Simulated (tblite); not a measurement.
# C4H13GeNSi: the cost of one run

The runs use tblite 0.8.0 and PySCF 2.14.0, with density-fitted response routines of our own; the level of theory stands in each step. All values are computed, except where a source is named. Atoms count from 0, in the outputs and in this text.

### 1 Starting geometry

20 atoms, charge 0, multiplicity 1; geometry from: force field or distance geometry start.

Bonds of the start (Å): C0–C1 1.34, C1–C2 1.48, C2–N3 1.45, N3–C4 1.43, C2–Ge5 1.93, Ge5–Si6 2.31, C0–H7 1.09, C0–H8 1.09, C1–H9 1.09, C2–H10 1.12, N3–H11 1.01, C4–H12 1.12, C4–H13 1.13, C4–H14 1.10, Ge5–H15 1.54, Ge5–H16 1.55, Si6–H17 1.48, Si6–H18 1.49, Si6–H19 1.47.

### 2 Optimising the geometry with GFN2-xTB

What the job is given:

```
{"job": {"kind": "relax", "xc": "GFN2-xTB", "basis": "xTB"}, "charge": 0, "multiplicity": 1}
C     -0.849000    -1.327900     1.735700
C     -0.528500    -0.220400     1.050900
C     -0.377300    -0.272800    -0.417100
N     -1.104800     0.754200    -1.129400
C     -2.514600     0.747200    -0.919300
Ge     1.448300    -0.201300    -1.024200
Si     2.972400     0.237300     0.650900
H     -1.012900    -2.230600     1.149900
H     -0.963000    -1.339200     2.816400
H     -0.349500     0.720400     1.575400
H     -0.782000    -1.260800    -0.744300
H     -0.661300     1.660000    -1.187100
H     -2.838000     1.593600    -0.265200
H     -2.963400     0.962000    -1.938700
H     -2.937900    -0.204700    -0.573200
H      1.806500    -1.512500    -1.758600
H      1.588100     0.953100    -2.049100
H      2.846400     1.612400     1.183700
H      2.895400    -0.752000     1.764100
H      4.319800     0.092600     0.075900
```

The run is started by

```sh
$ OMP_NUM_THREADS=1 python probes_run.py task.json out
```

This one command runs all jobs of the session in turn.

Q: Estimate the wall time and peak memory of this first job on 1 thread of Arm Neoverse N1, shared host.

About 3.1 s, with a peak of 0.18 GiB.
